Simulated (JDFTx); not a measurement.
Input of a JDFTx 1.7.0 (patched build) run:

Contents of vacuum.in:

```
lattice \
   22.6767134955     0.0000000000     0.0000000000 \
    0.0000000000    20.7869873709     0.0000000000 \
    0.0000000000     0.0000000000    22.6767134955
coords-type Cartesian
ion Al    11.9476045259    10.5574273512    11.5066367836 1
ion H     13.1182898601    11.8532126871    13.9419269160 1
ion H      9.3879704901     9.0131431432    11.7148847537 1
ion H     13.3378759602    10.8040366860     8.8632880316 1

ion-species pseudo/Al.upf
ion-species pseudo/H.upf
elec-cutoff 36
elec-ex-corr gga-x-rpbe gga-c-pbe
kpoint-folding 1 1 1
elec-n-bands 3
electronic-minimize nIterations 100 energyDiffThreshold 1e-07
core-overlap-check none
forces-output-coords Cartesian

dump-name vacuum.$VAR
dump End Ecomponents EigStats BandEigs Kpoints Forces State
```

Potentials or basis: PseudoDojo-SR-PBE-0.5-standard with smoothed tails.

The run is started by

```console
$ jdftx -c 1 -i vacuum.in -o vacuum.out
```

Q: Predict the Loewdin charges.

A: Al +0.76; H -0.21 e.

Q: Estimate the largest force.

A: 0.093 eV/Å.

Forces in eV/Å, atoms in the order of the input:
```
Al   0.003 -0.001 -0.001
H    0.035  0.041  0.074
H   -0.079 -0.048  0.006
H    0.041  0.008 -0.080
```

Caveat: forces may be off by hundredths of an eV/Å; the potentials were made for another functional, which shifts forces and pressure.
